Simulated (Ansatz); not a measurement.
**BiTe under changes of volume**

One of the cells (33.855 Å³/atom); the others are scaled copies at fixed shape and fractional positions:

```
Bi Te
1.0
     0.00000    3.23500    3.23500
     3.23500    0.00000    3.23500
     3.23500    3.23500    0.00000
Bi Te
1 1
Direct
  0.00000 0.00000 0.00000
  0.50000 0.50000 0.50000
```

| Item | Value |
| --- | --- |
| Program | Ansatz 0.2.0 |
| Functional | r2SCAN |
| Potentials or basis | Ansatz PAW |
| Cutoff | 500 eV (not typed: the program's choice for these potentials) |
| k mesh | 7 × 7 × 7 |
| Occupations | fermi-dirac, width 0.05 eV |
| Spin | no spin polarisation |

```csv
volume (Å³/atom),energy over the lowest point (meV/atom),pressure (GPa)
31.824,22.98,3.7
32.501,10.09,2.4
33.178,2.63,1.2
33.855,0.00,0.1
34.532,1.70,-0.9
35.209,7.25,-1.7
35.886,?,?
```

Problem. What does the run at 35.886 Å³/atom give?

Solution. Energy over the lowest point 16.25 meV/atom; pressure -2.5 GPa.

Worked out: A Birch-Murnaghan fit of order 3 (a polynomial in V^(-2/3)) to the other rows has its minimum at 33.92 Å³/atom with B0 = V·E''(V) = 51 GPa and B' = 4.7. It gives 16.25 meV/atom at 35.886 Å³/atom, against the run's 16.25, and -dE/dV = -2.5 GPa, against -2.5.

Energies are extrapolated to zero smearing.

Caveats: the PAW data sets come from PBE, with cores solved anew for the run's functional, which leaves a small shift of forces and pressure.
